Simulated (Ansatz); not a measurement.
**CH4AlBrO: one species, many methods**

One table from this session's results is given with a row withheld; the runs are named, their logs left out.

Program: Ansatz 0.2.0, Gaussian basis. Level of theory: functionals in def2-TZVPP, the program's frozen cores in correlated methods. These are calculated values, not measurements.

Levels to be run: LDA (SPW92), PBE-D4, revPBE-D4, BLYP-D4, r2SCAN-D4, B97M-V, PBE0-D4, B3LYP-D4, r2SCANh-D4, r2SCAN0-D4, HSE06-D4, BHLYP-D4, CAM-B3LYP-D4, LC-ωPBE, ωB97X-V, ωB97M-V, B2PLYP, PBE-QIDH; CCSD(T)/def2-SVP; CCSD(T)/def2-TZVPP; MP2/def2-QZVPP; extrapolation to the limit; RPA on PBE.

## Structure used throughout

The geometry comes from an earlier relaxation with PBE0-D4 in a triple-zeta def2 set; it is a stationary point, not always the lowest conformer.

8 atoms, charge 0, spin multiplicity 1.

Atoms are counted from 1 here; the program's logs count them from 0.

Bond lengths: C1–Al2 1.930 Å, C1–H5 1.093 Å, C1–H6 1.092 Å, C1–H7 1.093 Å, Al2–O3 1.689 Å, Al2–Br4 2.266 Å, O3–H8 0.956 Å. Angles: Al2–C1–H5 110.8°, Al2–C1–H6 111.3°, Al2–C1–H7 110.8°, H5–C1–H6 108.5°, H5–C1–H7 106.9°, H6–C1–H7 108.5°, C1–Al2–O3 120.9°, C1–Al2–Br4 121.3°, O3–Al2–Br4 117.8°, Al2–O3–H8 123.2°.

Set-up of the first run:

Input file in.yaml:

```yaml
crystal:
  periodic: [false, false, false]
  atoms:
    - {symbol: C, position_ang: [0.042769, 1.297718, -0.084415]}
    - {symbol: Al, position_ang: [-0.087690, -0.627205, -0.128493]}
    - {symbol: O, position_ang: [0.530748, -1.567245, 1.131115]}
    - {symbol: Br, position_ang: [-1.071527, -1.701991, -1.863941]}
    - {symbol: H, position_ang: [-0.949644, 1.754608, -0.128842]}
    - {symbol: H, position_ang: [0.541668, 1.640920, 0.824089]}
    - {symbol: H, position_ang: [0.601921, 1.668194, -0.947992]}
    - {symbol: H, position_ang: [0.484057, -2.522100, 1.142780]}
basis:
  gaussian: {orbitals: def2-TZVPP}
hamiltonian: {xc: lda}
output: {orbitals: {seedname: orbitals}}
```

Run with:

```bash
ansatz run in.yaml --threads 4 --pin off --events-out ev --progress --plain --max-ram 10444MiB
```

Among the steps run: LDA; PBE-D4 (GGA); revPBE-D4 (GGA); BLYP-D4 (GGA); r2SCAN-D4 (meta-GGA); B97M-V (meta-GGA); B3LYP-D4 (hybrid); r2SCANh-D4 (hybrid); r2SCAN0-D4 (hybrid); HSE06-D4 (hybrid); BHLYP-D4 (hybrid); CAM-B3LYP-D4 (range-separated); LC-ωPBE (range-separated); ωB97X-V (range-separated); ωB97M-V (range-separated); B2PLYP (double hybrid); PBE-QIDH (double hybrid).

One of the session's tables, all rows but one given; the rest of the session is left out.

It belongs to the step «Orbital energies across the functionals». 

| functional | HOMO (eV) | gap (eV) |
| --- | --- | --- |
| LDA (SPW92) | -7.19 | 5.79 |
| PBE-D4 | -7.03 | 5.85 |
| revPBE-D4 | -6.97 | 5.92 |
| BLYP-D4 | -6.86 | 5.72 |
| r2SCAN-D4 | -7.36 | 6.64 |
| B97M-V | -7.41 | 6.45 |
| PBE0-D4 | -8.33 | 7.98 |
| B3LYP-D4 | -8.07 | 7.41 |
| r2SCANh-D4 | -7.84 | 7.37 |
| r2SCAN0-D4 | -8.55 | 8.45 |
| HSE06-D4 | -7.93 | 7.21 |
| BHLYP-D4 | -9.48 | 9.82 |
| CAM-B3LYP-D4 | -9.67 | 10.15 |
| LC-ωPBE | -11.07 | 12.80 |
| ωB97X-V | ? | ? |
| ωB97M-V | -10.55 | 11.73 |

Estimate the missing values for ωB97X-V.

As computed: HOMO (eV): -10.70; gap (eV): 12.23. In the column «HOMO (eV)» it lies between LC-ωPBE (-11.07) and ωB97M-V (-10.55).
